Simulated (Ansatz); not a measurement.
# CH₆OSiZn: one species, many methods

One table from this session's results is given with a row withheld; the runs are named, their logs left out.

Program: Ansatz 0.2.0, Gaussian basis. Level of theory: functionals in def2-TZVPP, the program's frozen cores in correlated methods. These are calculated values, not measurements.

The runs, in order: PBE-D4, r2SCAN-D4, PBE0-D4, B3LYP-D4, ωB97X-V, ωB97M-V, B2PLYP; CCSD(T)/def2-TZVPP; MP2/def2-QZVPP; extrapolation to the limit.

## The geometry

The geometry comes from an earlier relaxation with PBE0-D4 in a triple-zeta def2 set; it is a stationary point, not always the lowest conformer.

SMILES `[SiH3]O[CH2][ZnH]`, 10 atoms, charge 0, spin multiplicity 1.

Atoms are counted from 1 here; the program's logs count them from 0.

Bond lengths: Si1–O2 1.644 Å, Si1–H5 1.482 Å, Si1–H6 1.491 Å, Si1–H7 1.491 Å, O2–C3 1.436 Å, C3–Zn4 1.967 Å, C3–H8 1.099 Å, C3–H9 1.099 Å, Zn4–H10 1.542 Å. Angles: O2–Si1–H5 106.9°, O2–Si1–H6 110.8°, O2–Si1–H7 110.8°, H5–Si1–H6 110.2°, H5–Si1–H7 110.2°, H6–Si1–H7 107.9°, Si1–O2–C3 119.6°, O2–C3–Zn4 107.3°, O2–C3–H8 110.1°, O2–C3–H9 110.1°, Zn4–C3–H8 111.5°, Zn4–C3–H9 111.5°, H8–C3–H9 106.4°, C3–Zn4–H10 178.5°.

Coordinates:

```mol
CH6OSiZn
  3D, bonds by distance, orders not assigned

 10  9  0  0  0  0  0  0  0  0999 V2000
    0.0870    1.7724   -0.0835 Si  0  0
    0.2058    0.2010   -0.5511 O   0  0
   -0.1493   -0.8419    0.3694 C   0  0
    0.1380   -2.5560   -0.5506 Zn  0  0
    0.5171    2.5989   -1.2365 H   0  0
    0.9574    2.0404    1.0965 H   0  0
   -1.3150    2.1071    0.2965 H   0  0
   -1.1948   -0.7256    0.6865 H   0  0
    0.4617   -0.7668    1.2794 H   0  0
    0.3755   -3.8806   -1.3036 H   0  0
  1  2  8  0
  2  3  8  0
  3  4  8  0
  1  5  8  0
  1  6  8  0
  1  7  8  0
  3  8  8  0
  3  9  8  0
  4 10  8  0
M  END
```

The first run:

File in.yaml:

```yaml
crystal:
  periodic: [false, false, false]
  atoms:
    - {symbol: Si, position_ang: [0.086956, 1.772440, -0.083477]}
    - {symbol: O, position_ang: [0.205784, 0.200958, -0.551080]}
    - {symbol: C, position_ang: [-0.149337, -0.841864, 0.369363]}
    - {symbol: Zn, position_ang: [0.137973, -2.556034, -0.550584]}
    - {symbol: H, position_ang: [0.517131, 2.598876, -1.236475]}
    - {symbol: H, position_ang: [0.957386, 2.040385, 1.096542]}
    - {symbol: H, position_ang: [-1.315003, 2.107068, 0.296548]}
    - {symbol: H, position_ang: [-1.194823, -0.725623, 0.686484]}
    - {symbol: H, position_ang: [0.461726, -0.766837, 1.279422]}
    - {symbol: H, position_ang: [0.375507, -3.880568, -1.303643]}
basis:
  gaussian: {orbitals: def2-TZVPP}
hamiltonian: {xc: pbe, dispersion: d4}
output: {forces: true, orbitals: {seedname: orbitals}}
```

On the command line:

```
> ansatz run in.yaml --threads 4 --pin off --events-out ev --progress --plain --max-ram 10444MiB
```

Steps of the session up to this table: PBE-D4 (GGA); r2SCAN-D4 (meta-GGA); PBE0-D4 (hybrid); B3LYP-D4 (hybrid); ωB97X-V (range-separated); ωB97M-V (range-separated); B2PLYP (double hybrid); CCSD(T) in def2-TZVPP; MP2 in def2-QZVPP.

One table of the session follows, with a row left open; its other results are not shown here.

```
            method  atomisation energy (kcal/mol)
            PBE-D4                          729.8
         r2SCAN-D4                          730.7
           PBE0-D4                          721.0
          B3LYP-D4                          724.1
           ωB97X-V                          733.8
           ωB97M-V                          729.9
            B2PLYP                          717.8
     HF/def2-TZVPP                          528.5
    MP2/def2-TZVPP                          718.3
   CCSD/def2-TZVPP                              ?
CCSD(T)/def2-TZVPP                          710.1
           MP2/CBS                          736.6
       CCSD(T)/CBS                          728.4
```

Estimate the missing values for CCSD/def2-TZVPP.

As computed: atomisation energy (kcal/mol): 701.0. In the column «atomisation energy (kcal/mol)» it lies between HF/def2-TZVPP (528.5) and CCSD(T)/def2-TZVPP (710.1).
